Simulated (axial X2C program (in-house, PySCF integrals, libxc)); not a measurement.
# A two-component session on GaSi⁻: properties at the nuclei

Aim: properties at the nuclei of GaSi⁻, with spin–orbit coupling in the Hamiltonian from the start.

The runs use an in-house X2C program for linear molecules on PySCF integrals; two-component X2C with atomic mean-field terms, Ga dyall-acv3z, Si dyall-av3z.

All values are calculated.

1 further run of the same task is left out (it didn't finish).

### 1 The job

Input file task.json:

```json
{
 "zs": [
  31,
  14
 ],
 "q": -1,
 "bas": [
  "dyall-acv3z",
  "dyall-av3z"
 ],
 "r0": 2.4,
 "levels": [
  "PBE0",
  "HF",
  "LDA",
  "TPSSh",
  "PBE50"
 ],
 "nst": 3
}
```

Keys: zs atomic numbers; q charge; bas basis sets; r0 starting distance in Å; levels methods (HF also brings MP2); nst determinants followed.

Command:

```sh
$ python soeom.py task.json out
```

Further steps of the session: Expectation values, lowest determinant; Expectation values, a higher determinant.

Before running it: what results should come out? Wanted: lowest determinant; Eeff magnitude; Ws magnitude Ga; A∥/gI Ga; qzz Ga; higher determinant (for each run or level that gives them).

**Answer**, as computed:

| quantity | value |
| --- | --- |
| lowest determinant | Ω = 1 (excess of +ω over −ω: ω = -1/2, ω = 3/2) |
| Eeff magnitude (GV/cm), PBE0 | 0.117 |
| Ws magnitude Ga (kHz), PBE0 | 0.0585 |
| A∥/gI Ga (MHz), PBE0 | -68.7 |
| qzz Ga (a.u.), PBE0 | -3.32 |
| higher determinant | Ω = 2 (excess of +ω over −ω: ω = 1/2, ω = 3/2) |
| Eeff magnitude (GV/cm), PBE0, higher determinant | 0.782 |
| Ws magnitude Ga (kHz), PBE0, higher determinant | 0.18 |
| A∥/gI Ga (MHz), PBE0, higher determinant | 41.1 |
| qzz Ga (a.u.), PBE0, higher determinant | -1.01 |

**Reading.** In the first state, the effective field runs from 0.0578 to 0.154 GV/cm over the mean-field levels, so the levels don't agree on it. The expectation values come from single determinants, which for open shells can mix terms of unlike spin or miss the lowest Ω, so a determinant need not be a state. Eeff is the effective electric field on the electron dipole moment in this Ω state and Ws the scalar–pseudoscalar constant (defined with the proton number Z and per Ω); A∥ is the parallel hyperfine constant, which follows by multiplying with the nuclear g factor gI = μI/(I μN); qzz is the electric field gradient, eQq0 = 234.96 MHz × Q/barn × qzz. The operators were transformed with the bare-nucleus X2C matrices. A second determinant lies within 0.1 eV of the first, so their order is not settled at this level.
